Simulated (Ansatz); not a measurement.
# C₂H₃Cl₃Ge: up Jacob's ladder to CCSD(T)

Aim: compute C₂H₃Cl₃Ge with functionals from several rungs and with coupled cluster. The yardstick is the atomisation energy at the CCSD(T) limit.

Method: functionals in def2-TZVPP, the program's frozen cores in correlated methods; program: Ansatz 0.2.0, Gaussian basis.

The runs, in order: LDA (SPW92), PBE-D4, revPBE-D4, BLYP-D4, r2SCAN-D4, B97M-V, PBE0-D4, B3LYP-D4, r2SCANh-D4, r2SCAN0-D4, HSE06-D4, BHLYP-D4, CAM-B3LYP-D4, LC-ωPBE, ωB97X-V, ωB97M-V, B2PLYP, PBE-QIDH; CCSD(T)/def2-SVP; CCSD(T)/def2-TZVPP; MP2/def2-QZVPP; extrapolation to the limit; RPA on PBE.

### Step 1. The geometry

All runs share one geometry, relaxed beforehand with PBE0-D4 in a triple-zeta def2 set.

9 atoms, charge 0, spin multiplicity 1.

Atoms are counted from 1 here; the program's logs count them from 0.

Bond lengths: C1–C2 1.325 Å, C1–H7 1.086 Å, C1–H8 1.085 Å, C2–Ge3 1.918 Å, C2–H9 1.086 Å, Ge3–Cl4 2.134 Å, Ge3–Cl5 2.134 Å, Ge3–Cl6 2.134 Å. Angles: C2–C1–H7 121.2°, C2–C1–H8 122.1°, H7–C1–H8 116.7°, C1–C2–Ge3 122.1°, C1–C2–H9 121.5°, Ge3–C2–H9 116.4°, C2–Ge3–Cl4 111.5°, C2–Ge3–Cl5 110.8°, C2–Ge3–Cl6 111.5°, Cl4–Ge3–Cl5 108.0°, Cl4–Ge3–Cl6 106.8°, Cl5–Ge3–Cl6 108.0°.

### Step 2. LDA

This LDA is Slater exchange with PW92 correlation.

The input, in.yaml:

```yaml
crystal:
  periodic: [false, false, false]
  atoms:
    - {symbol: C, position_ang: [1.272648, -1.050415, -0.043073]}
    - {symbol: C, position_ang: [0.225319, -0.552924, 0.598241]}
    - {symbol: Ge, position_ang: [-0.866826, 0.831507, -0.155920]}
    - {symbol: Cl, position_ang: [-2.894820, 0.200242, -0.364923]}
    - {symbol: Cl, position_ang: [-0.148891, 1.398149, -2.084338]}
    - {symbol: Cl, position_ang: [-0.886178, 2.571556, 1.079691]}
    - {symbol: H, position_ang: [1.881437, -1.834253, 0.397397]}
    - {symbol: H, position_ang: [1.565463, -0.699808, -1.027496]}
    - {symbol: H, position_ang: [-0.059653, -0.910553, 1.583321]}
basis:
  gaussian: {orbitals: def2-TZVPP}
hamiltonian: {xc: lda}
output: {orbitals: {seedname: orbitals}}
```

The run is started by

```bash
$ ansatz run in.yaml --threads 4 --pin off --events-out ev --progress --plain --max-ram 11315MiB
```

The runs that follow: PBE-D4 (GGA); revPBE-D4 (GGA); BLYP-D4 (GGA); r2SCAN-D4 (meta-GGA); B97M-V (meta-GGA); PBE0-D4 (hybrid); B3LYP-D4 (hybrid); r2SCANh-D4 (hybrid); r2SCAN0-D4 (hybrid); HSE06-D4 (hybrid); BHLYP-D4 (hybrid); CAM-B3LYP-D4 (range-separated); LC-ωPBE (range-separated); ωB97X-V (range-separated); ωB97M-V (range-separated); B2PLYP (double hybrid); PBE-QIDH (double hybrid); CCSD(T) in def2-SVP; CCSD(T) in def2-TZVPP; MP2 in def2-QZVPP; RPA on PBE orbitals.

Before running them: what should the planned runs give, taken together? Wanted: atomisation energy, CCSD(T)/CBS; farthest beyond LDA; mean size of error, GGA; mean size of error, meta-GGA; mean size of error, hybrid; mean size of error, range-separated; mean size of error, double hybrid; gap, smallest and largest; T1 diagnostic.

As calculated:

```
                               quantity                                                                                                      value
        atomisation energy, CCSD(T)/CBS                                                                                             778.1 kcal/mol
functionals within 7.8 kcal/mol (1.0 %)  revPBE-D4, r2SCAN-D4, PBE0-D4, r2SCANh-D4, r2SCAN0-D4, HSE06-D4, CAM-B3LYP-D4, ωB97X-V, ωB97M-V, PBE-QIDH
                    farthest beyond LDA                                                                                  BHLYP-D4 (-28.1 kcal/mol)
                mean size of error, GGA                                                                                              10.6 kcal/mol
           mean size of error, meta-GGA                                                                                               7.7 kcal/mol
             mean size of error, hybrid                                                                                               9.5 kcal/mol
    mean size of error, range-separated                                                                                               4.8 kcal/mol
      mean size of error, double hybrid                                                                                               8.0 kcal/mol
              gap, smallest and largest                                                                  5.26 eV (LDA (SPW92)), 12.67 eV (LC-ωPBE)
                          T1 diagnostic                                                                                                     0.0101
triples share of the correlation energy                                                                                                      4.3 %
```

The LDA atomisation energy is off by 116.8 kcal/mol (15 %): it overbinds. PBE-D4 misses by +18.6 kcal/mol. Double hybrids carry the basis error of their MP2 part in triple zeta, and no dispersion term here, so their miss is partly the set-up's. The rungs range-separated, meta-GGA miss on average by less than the doubt on the reference (7.8 kcal/mol), so they tie. Misses under about 7.8 kcal/mol are within the doubt on the reference itself, which lacks core-valence correlation, relativity and higher excitations, and its outer-core shells are covered unevenly. Hartree-Fock recovers 73 % of the binding; the rest is correlation. CCSD(T) in def2-SVP is off by -48.7 kcal/mol, which most functionals beat. Orbital gaps span 5.3 to 12.7 eV; exact exchange widens them. Correlated methods include outer-core shells of Ge, which these sets cover unevenly.
